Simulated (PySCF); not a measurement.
# CH3Cl2Ga: the cost of one run

Computed with PySCF 2.14.0; each step states its level. No surroundings beyond the atoms listed, unless a continuum is named. Atoms count from 0, parts from 1.

### Step 1. Starting point

Each species was relaxed by itself at PBE0-D3(BJ)/def2-SVPD.

### Step 2. Reaction energy: wB97M-D3(BJ)/def2-TZVPD

Job settings and geometry (Å):

```
{"job": {"kind": "react", "xc": "wB97M-D3(BJ)", "basis": "def2-TZVPD"}, "charge": 0, "multiplicity": 1}
-1 Cl3Ga charge 0 multiplicity 1
Cl     1.528460     0.429720    -1.353820
Ga    -0.022900    -0.044030     0.022400
Cl     0.289360     0.204430     2.111740
Cl    -1.889330    -0.771700    -0.691810

-1 CH4 charge 0 multiplicity 1
C     -0.002110     0.000440     0.000410
H     -0.580020    -0.644010    -0.673440
H     -0.534450     0.948570     0.145470
H      0.122420    -0.500780     0.968220
H      0.983610     0.197970    -0.438590

+1 CH3Cl2Ga charge 0 multiplicity 1
C      0.370930     0.221810    -0.912030
Ga    -0.335430    -0.189220     0.846360
Cl    -1.425740    -1.999770     1.269780
Cl    -0.114230     1.098680     2.560350
H     -0.456520     0.282710    -1.633120
H      1.043020    -0.586840    -1.233010
H      0.918980     1.172220    -0.898140

+1 ClH charge 0 multiplicity 1
Cl     0.644670     0.002220    -0.007950
H     -0.643440    -0.000360     0.008240
```

Level: wB97M-D3(BJ)/def2-TZVPD reaction energy of separated species, gas phase.

The run is started by

```bash
OMP_NUM_THREADS=1 python cluster_run.py task.json out
```

This one command runs all jobs of the session in turn.

Q: Estimate the wall time and peak memory of this first job on 1 thread of Arm Neoverse V1, shared host.

About 30 s, with a peak of 0.76 GiB.
